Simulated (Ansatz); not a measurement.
# C4H3IO: how energies converge with the basis set

The task here is to estimate one member of a computed series from the others.

The runs use Ansatz 0.2.0, Gaussian basis; one geometry, several basis sets.

Levels to be run: PBE0-D4/def2-SVP; ωB97M-V/def2-SVP; PBE0-D4/def2-QZVPP; ωB97M-V/def2-QZVPP; the functionals' def2-TZVPP values are taken from earlier runs.

## The relaxed structure

All runs share one geometry, relaxed beforehand with PBE0-D4 in a triple-zeta def2 set. I takes the def2 core potential; no spin-orbit term is included.

SMILES `Ic1ccco1`, 9 atoms, charge 0, spin multiplicity 1.

Atoms are counted from 1 here; the program's logs count them from 0.

Bond lengths: I1–C2 2.048 Å, C2–C3 1.355 Å, C2–O6 1.348 Å, C3–C4 1.426 Å, C3–H7 1.077 Å, C4–C5 1.352 Å, C4–H8 1.078 Å, C5–O6 1.355 Å, C5–H9 1.077 Å. Angles: I1–C2–C3 131.7°, I1–C2–O6 117.3°, C3–C2–O6 111.1°, C2–C3–C4 105.5°, C2–C3–H7 126.4°, C4–C3–H7 128.1°, C3–C4–C5 106.3°, C3–C4–H8 127.2°, C5–C4–H8 126.5°, C4–C5–O6 110.5°, C4–C5–H9 133.7°, O6–C5–H9 115.8°, C2–O6–C5 106.6°.

Coordinates:

```
I     0.3699    1.0166   -2.9711
C     0.1203    0.3750   -1.0425
C     0.6312   -0.6870   -0.3732
C     0.0899   -0.6041    0.9437
C    -0.6986    0.4944    0.9615
O    -0.6896    1.1043   -0.2489
H     1.3043   -1.4289   -0.7692
H     0.2688   -1.2783    1.7659
H    -1.3078    0.9616    1.7168
```

The first run:

in.yaml

```yaml
crystal:
  periodic: [false, false, false]
  atoms:
    - {symbol: I, position_ang: [0.369898, 1.016560, -2.971061]}
    - {symbol: C, position_ang: [0.120349, 0.374964, -1.042481]}
    - {symbol: C, position_ang: [0.631198, -0.686999, -0.373234]}
    - {symbol: C, position_ang: [0.089903, -0.604066, 0.943685]}
    - {symbol: C, position_ang: [-0.698606, 0.494434, 0.961542]}
    - {symbol: O, position_ang: [-0.689560, 1.104330, -0.248937]}
    - {symbol: H, position_ang: [1.304345, -1.428881, -0.769211]}
    - {symbol: H, position_ang: [0.268771, -1.278272, 1.765855]}
    - {symbol: H, position_ang: [-1.307800, 0.961627, 1.716840]}
basis:
  gaussian: {orbitals: def2-SVP}
hamiltonian: {xc: pbe0, dispersion: d4}
output: {orbitals: {seedname: orbitals}}
```

On the command line:

```
$ ansatz run in.yaml --threads 2 --pin off --events-out ev --progress --plain --max-ram 32768MiB --backend cpu
```

Steps of the session up to this table: PBE0-D4 in def2-SVP; ωB97M-V in def2-SVP; PBE0-D4 in def2-QZVPP; ωB97M-V in def2-QZVPP.

One of the session's tables, all rows but one given; the rest of the session is left out.

It belongs to the step «Functionals by basis». 

| functional | basis | HOMO (eV) |
| --- | --- | --- |
| PBE0-D4 | def2-SVP | -6.49 |
| PBE0-D4 | def2-TZVPP | -6.50 |
| PBE0-D4 | def2-QZVPP | -6.52 |
| ωB97M-V | def2-SVP | -8.54 |
| ωB97M-V | def2-TZVPP | -8.57 |
| ωB97M-V | def2-QZVPP | ? |

**Question.** Estimate the row for ωB97M-V, def2-QZVPP.

The run gave: HOMO (eV): -8.58. In the column «HOMO (eV)» it is the lowest.
